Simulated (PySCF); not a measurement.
# C3H9BN2: electronic excitations and core binding energies

What electronic excitations and core binding energies should C3H9BN2 (`C#C[B@H-](N)[NH2+]C`) show?

Computed with PySCF 2.14.0, with density-fitted response routines of our own, on a single molecule in the gas phase. Atoms count from 0, in the outputs and in this text.

### Step 1. The molecule as given

15 atoms, charge 0, multiplicity 1; geometry from: GFN2-xTB.

Bonds of the start (Å): C0–C1 1.20, C1–B2 1.54, B2–N3 1.41, B2–N4 2.04, N4–C5 1.45, C0–H6 1.05, B2–H7 1.18, N3–H8 1.00, N3–H9 1.00, N4–H10 1.01, N4–H11 1.01, C5–H12 1.10, C5–H13 1.09, C5–H14 1.09.

### Step 2. Excited states and response: wB97X-D/def2-SVPD

What the job is given:

```
{"job": {"kind": "uv", "xc": "wB97X-D", "basis": "def2-SVPD", "nstates": 8, "ntriplets": 3}, "charge": 0, "multiplicity": 1}
C      2.761012     0.769492    -1.045907
C      1.859130     0.571068    -0.276057
B      0.718631     0.303530     0.723175
N      0.702234    -0.971356     1.336808
N     -0.751643     0.221349    -0.683865
C     -2.071218    -0.124503    -0.191135
H      3.556202     0.951879    -1.711977
H      0.271809     1.211037     1.332744
H      1.196209    -1.764175     0.967768
H      0.114627    -1.202985     2.116542
H     -0.409817    -0.453135    -1.358001
H     -0.726822     1.145554    -1.096716
H     -2.832347    -0.160059    -0.980092
H     -2.020318    -1.099900     0.290861
H     -2.372103     0.610193     0.553940
```

Method: TDDFT wB97X-D/def2-SVPD, vertical, gas phase, core orbitals frozen in the response.

Launch:

```bash
OMP_NUM_THREADS=1 python probes_run.py task.json out
```

This one command runs all jobs of the session in turn.

Standard output:

```text
coarse grid: 12048 points
cycle   1  E = -253.7155354348  dE =  5.687e-01  |g| = 4.718e-01  |ddm| = 1.016e+01
cycle   2  E = -253.7388600359  dE = -2.332e-02  |g| = 4.175e-01  |ddm| = 1.402e+00
cycle   3  E = -253.7769426130  dE = -3.808e-02  |g| = 8.093e-02  |ddm| = 7.409e-01
cycle   4  E = -253.7783368543  dE = -1.394e-03  |g| = 3.612e-02  |ddm| = 2.451e-01
cycle   5  E = -253.7786450484  dE = -3.082e-04  |g| = 1.149e-02  |ddm| = 1.224e-01
cycle   6  E = -253.7786771130  dE = -3.206e-05  |g| = 1.678e-03  |ddm| = 3.270e-02
cycle   7  E = -253.7786781860  dE = -1.073e-06  |g| = 5.768e-04  |ddm| = 1.207e-02
final grid: 115168 points
cycle   8  E = -253.8110386578  dE = -7.614e-05  |g| = 7.062e-03  |ddm| = 2.874e-01
cycle   9  E = -253.8110400361  dE = -1.378e-06  |g| = 6.913e-03  |ddm| = 3.451e-02
cycle  10  E = -253.8110497654  dE = -9.729e-06  |g| = 3.829e-04  |ddm| = 9.495e-03
cycle  11  E = -253.8110498157  dE = -5.036e-08  |g| = 2.201e-04  |ddm| = 4.160e-03
cycle  12  E = -253.8110498278  dE = -1.203e-08  |g| = 9.987e-05  |ddm| = 9.387e-04
cycle  13  E = -253.8110498304  dE = -2.643e-09  |g| = 2.127e-05  |ddm| = 2.676e-04
cycle  14  E = -253.8110498306  dE = -2.161e-10  |g| = 6.994e-06  |ddm| = 1.591e-04
converged SCF energy = -253.8110498306

Static polarisability (au): isotropic 71.255, principal 58.531 67.834 87.400

Singlet excitations
state   eV       nm        f      main configurations
  1   6.2445    198.5   0.00286   H-2->L+1 0.35, H-1->L+1 0.22, H-2->L+3 0.14
  2   6.2573    198.1   0.03263   H->L 0.79
  3   6.6298    187.0   0.01164   H-1->L+1 0.36, H-2->L+3 0.16, H-1->L+6 0.09
  4   6.7701    183.1   0.01081   H-1->L+6 0.21, H-1->L 0.18, H-1->L+3 0.12
  5   6.9808    177.6   0.05637   H->L+1 0.54, H-2->L+1 0.11
  6   7.1754    172.8   0.05557   H->L+3 0.57, H->L+1 0.12
  7   7.3976    167.6   0.05424   H-2->L 0.51, H-2->L+2 0.14, H-2->L+3 0.12
  8   7.4276    166.9   0.02654   H-1->L 0.36, H-1->L+2 0.15, H->L+3 0.13

Triplet excitations (Tamm-Dancoff, eV): 5.3481 5.8023 5.9374
```

Wall time 56 s (1 thread of Arm Neoverse N1, shared host); peak memory 0.78 GiB.

The orbitals next to the gap, with their largest atomic shares:

| orbital | eV | atoms |
| --- | --- | --- |
| HOMO−3 | -11.15 | B2 23 %, H7 15 %, N3 15 % |
| HOMO−2 | -9.34 | C0 41 %, C1 39 %, N4 6 % |
| HOMO−1 | -9.20 | C0 38 %, C1 36 %, B2 7 % |
| HOMO | -8.54 | N3 49 %, N4 20 %, B2 8 % |
| LUMO | 1.90 | B2 30 %, C5 16 %, H10 7 % |
| LUMO+1 | 2.64 | C0 22 %, C1 18 %, B2 15 % |
| LUMO+2 | 2.81 | C5 22 %, C0 21 %, H12 13 % |

With each of the 8 states as a Gaussian band of 0.4 eV half-width at 1/e, the curve within the window shown has maxima at 172 nm (ε 6,600) L/(mol cm). Beyond the last state computed it falls off for lack of states. The curve at chosen wavelengths:

```
 nm  ε (L/mol/cm)
160          2130
162          3158
165          4771
167          5677
169          6308
172          6634
174          6458
177          5761
179          5129
181          4463
184          3548
186          3059
188          2684
191          2310
193          2144
195          2006
198          1796
200          1631
202          1442
205          1134
207           928
210           646
212           489
214           358
217           213
219           146
```

Ground-state properties from the same run:

| property | computed |
| --- | --- |
| dipole moment (D) | 3.76 |
| polarisability (Å³) | 10.56 |
| HOMO–LUMO gap (eV) | 10.44 |
| −ε(HOMO) (eV) | 8.54 |

### Step 3. Core holes by ΔSCF: SCAN, X2C

Same as in step 2 but for these lines:

```diff
@@ -1,2 +1,2 @@
-{"job": {"kind": "uv", "xc": "wB97X-D", "basis": "def2-SVPD", "nstates": 8, "ntriplets": 3}, "charge": 0, "multiplicity": 1}
+{"job": {"kind": "xps"}, "charge": 0, "multiplicity": 1}
 C      2.761012     0.769492    -1.045907
```

Method: delta-SCF UKS SCAN, pcX-2 on the ionised atom, pcseg-1 elsewhere, spin-free X2C.

Standard output:

```text
ground state, core basis on atom 0 (C), 160 functions
  cycle   1  E = -253.89346099  |g| = 6.67e-01
  cycle   2  E = -253.76058716  |g| = 9.62e-01
  cycle   3  E = -253.98514462  |g| = 3.08e-01
  cycle   4  E = -254.00995697  |g| = 6.54e-02
  cycle   5  E = -254.01077117  |g| = 3.13e-02
  cycle   6  E = -254.01101696  |g| = 5.76e-03
  cycle   7  E = -254.01102305  |g| = 3.21e-03
  cycle   8  E = -254.01102472  |g| = 9.42e-04
  cycle   9  E = -254.01102446  |g| = 2.49e-04
  E(ground) = -254.02492818 Eh
hole in C 1s of atom 0
  cycle   1  E = -242.80164611  |g| = 1.50e+00
  cycle   2  E = -239.90914616  |g| = 2.43e+00
  cycle   3  E = -243.01415843  |g| = 8.33e-01
  cycle   4  E = -243.26930153  |g| = 4.76e-01
  cycle   5  E = -243.33566634  |g| = 2.96e-01
  cycle   6  E = -243.37455596  |g| = 6.70e-02
  cycle   7  E = -243.37713207  |g| = 1.95e-02
  cycle   8  E = -243.37747630  |g| = 1.01e-02
  cycle   9  E = -243.37764316  |g| = 6.07e-03
  cycle  10  E = -243.37773260  |g| = 4.14e-03
  cycle  11  E = -243.37774733  |g| = 3.42e-03
  cycle  12  E = -243.37775545  |g| = 7.28e-04
  cycle  13  E = -243.37775649  |g| = 3.74e-04
  E(ion) = -243.39161196 Eh   <S^2> = 0.8253   hole on atom = 1.000   binding energy = 289.347 eV
ground state, core basis on atom 1 (C), 160 functions
  cycle   1  E = -254.01018352  |g| = 6.90e-02
  cycle   2  E = -254.00730781  |g| = 1.12e-01
  cycle   3  E = -254.01016143  |g| = 4.11e-02
  cycle   4  E = -254.01060660  |g| = 5.27e-03
  cycle   5  E = -254.01061356  |g| = 7.03e-04
  cycle   6  E = -254.01061470  |g| = 2.49e-04
  E(ground) = -254.02455299 Eh
hole in C 1s of atom 1
  cycle   1  E = -242.81142435  |g| = 1.51e+00
  cycle   2  E = -240.69878618  |g| = 2.22e+00
  cycle   3  E = -243.04167152  |g| = 7.87e-01
  cycle   4  E = -243.23795008  |g| = 5.59e-01
  cycle   5  E = -243.34473008  |g| = 2.51e-01
  cycle   6  E = -243.37321933  |g| = 8.21e-02
  cycle   7  E = -243.37712132  |g| = 1.82e-02
  cycle   8  E = -243.37745959  |g| = 1.58e-02
  cycle   9  E = -243.37772461  |g| = 8.81e-03
  cycle  10  E = -243.37790764  |g| = 5.40e-03
  cycle  11  E = -243.37797940  |g| = 2.83e-03
  cycle  12  E = -243.37799306  |g| = 1.20e-03
  cycle  13  E = -243.37799472  |g| = 6.15e-04
  cycle  14  E = -243.37799462  |g| = 2.33e-04
  E(ion) = -243.39091891 Eh   <S^2> = 0.8556   hole on atom = 1.000   binding energy = 289.356 eV
ground state, core basis on atom 2 (B), 160 functions
  cycle   1  E = -254.00099727  |g| = 5.39e-02
  cycle   2  E = -253.99980215  |g| = 7.32e-02
  cycle   3  E = -254.00082270  |g| = 4.00e-02
  cycle   4  E = -254.00124135  |g| = 8.62e-03
  cycle   5  E = -254.00125924  |g| = 1.63e-03
  cycle   6  E = -254.00125875  |g| = 2.76e-04
  E(ground) = -254.01530576 Eh
hole in B 1s of atom 2
  cycle   1  E = -246.42585846  |g| = 1.18e+00
  cycle   2  E = -245.45001590  |g| = 1.70e+00
  cycle   3  E = -246.64978564  |g| = 5.80e-01
  cycle   4  E = -246.73707857  |g| = 4.24e-01
  cycle   5  E = -246.83239066  |g| = 8.96e-02
  cycle   6  E = -246.83586808  |g| = 3.91e-02
  cycle   7  E = -246.83641574  |g| = 2.08e-02
  cycle   8  E = -246.83662653  |g| = 8.50e-03
  cycle   9  E = -246.83667450  |g| = 4.09e-03
  cycle  10  E = -246.83669069  |g| = 2.41e-03
  cycle  11  E = -246.83670465  |g| = 1.31e-03
  cycle  12  E = -246.83671303  |g| = 7.40e-04
  cycle  13  E = -246.83671590  |g| = 5.05e-04
  cycle  14  E = -246.83671784  |g| = 2.79e-04
  E(ion) = -246.85259249 Eh   <S^2> = 0.7806   hole on atom = 1.000   binding energy = 194.907 eV
ground state, core basis on atom 3 (N), 160 functions
  cycle   1  E = -254.02006993  |g| = 7.27e-02
  cycle   2  E = -254.02004199  |g| = 1.74e-02
  cycle   3  E = -254.01995978  |g| = 2.62e-02
  cycle   4  E = -254.02010414  |g| = 2.13e-03
  cycle   5  E = -254.02010401  |g| = 7.44e-04
  cycle   6  E = -254.02010497  |g| = 2.61e-04
  E(ground) = -254.03090657 Eh
hole in N 1s of atom 3
  cycle   1  E = -238.47987610  |g| = 1.86e+00
  cycle   2  E = -237.87859452  |g| = 2.01e+00
  cycle   3  E = -239.05921308  |g| = 5.01e-01
  cycle   4  E = -238.99970243  |g| = 5.51e-01
  cycle   5  E = -239.17092409  |g| = 9.52e-02
  cycle   6  E = -239.17513898  |g| = 3.83e-02
  cycle   7  E = -239.17577881  |g| = 1.18e-02
  cycle   8  E = -239.17584471  |g| = 3.76e-03
  cycle   9  E = -239.17585333  |g| = 9.24e-04
  cycle  10  E = -239.17585337  |g| = 4.53e-04
  E(ion) = -239.18601365 Eh   <S^2> = 0.7633   hole on atom = 1.000   binding energy = 403.950 eV
ground state, core basis on atom 4 (N), 160 functions
  cycle   1  E = -254.01847220  |g| = 7.44e-02
  cycle   2  E = -254.01831533  |g| = 3.36e-02
  cycle   3  E = -254.01819402  |g| = 4.05e-02
  cycle   4  E = -254.01856193  |g| = 5.71e-03
  cycle   5  E = -254.01856928  |g| = 1.73e-03
  cycle   6  E = -254.01857024  |g| = 4.05e-04
  E(ground) = -254.02980581 Eh
hole in N 1s of atom 4
  cycle   1  E = -238.40586905  |g| = 1.86e+00
  cycle   2  E = -235.25170944  |g| = 2.95e+00
  cycle   3  E = -238.87421086  |g| = 6.11e-01
  cycle   4  E = -238.95595784  |g| = 5.04e-01
  cycle   5  E = -239.04373966  |g| = 3.33e-01
  cycle   6  E = -239.10506146  |g| = 6.70e-02
  cycle   7  E = -239.10697612  |g| = 2.42e-02
  cycle   8  E = -239.10723798  |g| = 9.11e-03
  cycle   9  E = -239.10728355  |g| = 2.38e-03
  cycle  10  E = -239.10728709  |g| = 1.08e-03
  cycle  11  E = -239.10728713  |g| = 3.27e-04
  E(ion) = -239.11794256 Eh   <S^2> = 0.7654   hole on atom = 1.000   binding energy = 405.772 eV
ground state, core basis on atom 5 (C), 160 functions
  cycle   1  E = -254.00741578  |g| = 5.69e-02
  cycle   2  E = -254.00736924  |g| = 2.05e-02
  cycle   3  E = -254.00730212  |g| = 2.65e-02
  cycle   4  E = -254.00744826  |g| = 7.53e-03
  cycle   5  E = -254.00746280  |g| = 1.02e-03
  cycle   6  E = -254.00746363  |g| = 1.80e-04
  E(ground) = -254.01984118 Eh
hole in C 1s of atom 5
  cycle   1  E = -242.72879590  |g| = 1.50e+00
  cycle   2  E = -237.05314549  |g| = 3.17e+00
  cycle   3  E = -242.76761074  |g| = 8.98e-01
  cycle   4  E = -243.18151119  |g| = 4.70e-01
  cycle   5  E = -243.24667484  |g| = 2.54e-01
  cycle   6  E = -243.26815744  |g| = 1.45e-01
  cycle   7  E = -243.27883446  |g| = 4.31e-02
  cycle   8  E = -243.27979178  |g| = 1.08e-02
  cycle   9  E = -243.27984986  |g| = 5.67e-03
  cycle  10  E = -243.27986738  |g| = 2.39e-03
  cycle  11  E = -243.27987176  |g| = 1.03e-03
  cycle  12  E = -243.27987451  |g| = 4.78e-04
  E(ion) = -243.29132684 Eh   <S^2> = 0.7704   hole on atom = 1.000   binding energy = 291.938 eV
```

Wall time 2.5 min (1 thread of Arm Neoverse N1, shared host); peak memory 0.62 GiB.

The holes in one table. −ε is the ground-state orbital energy:

| hole | stands for | environment | ΔSCF (eV) | −ε (eV) | ⟨S²⟩ |
| --- | --- | --- | --- | --- | --- |
| C1s on C0 | C0 | terminal alkyne carbon | 289.35 | 272.6 | 0.825 |
| C1s on C1 | C1 | alkyne carbon | 289.36 (doubtful) | 272.4 | 0.856 |
| B1s on B2 | B2 |  | 194.91 | 179.2 | 0.781 |
| N1s on N3 | N3 | nitrogen bonded to B, 2 H | 403.95 | 384.7 | 0.763 |
| N1s on N4 | N4 |  | 405.77 | 386.7 | 0.765 |
| C1s on C5 | C5 | methyl carbon bonded to N | 291.94 | 274.6 | 0.770 |

Doubtful: the ion did not converge, its hole moved, or its ⟨S²⟩ is well above 0.75.

### Step 4. What came out

| quantity | value |
| --- | --- |
| lowest singlet (wB97X-D/def2-SVPD) | 6.24 eV (199 nm), f = 0.003 |
| brightest single state of those computed | state 5, 6.98 eV, f = 0.056 |
| lowest triplet | 5.35 eV |
| C1s binding energies, SCAN/pcX-2 (standing for 2 of 3 atoms) | C5 291.94, C0 289.35 eV |
| N1s binding energies, SCAN/pcX-2 | N4 405.77, N3 403.95 eV |
| B1s binding energies, SCAN/pcX-2 | B2 194.91 eV |

In words: The first singlet state (HOMO−2→LUMO+1 0.35, HOMO−1→LUMO+1 0.22) lies at 6.24 eV and is weak; of the 8 states computed, the strongest absorption comes from state 5 at 6.98 eV. The lowest triplet lies 0.90 eV below the lowest singlet (triplets in Tamm-Dancoff, singlets in full TDDFT). The C1s levels kept as sound span 2.59 eV, from C0 (terminal alkyne carbon) up to C5 (methyl carbon bonded to N). Only 2 of the 3 C atoms are covered by sound results. The N1s levels kept as sound span 1.82 eV, from N3 (nitrogen bonded to B, 2 H) up to N4.
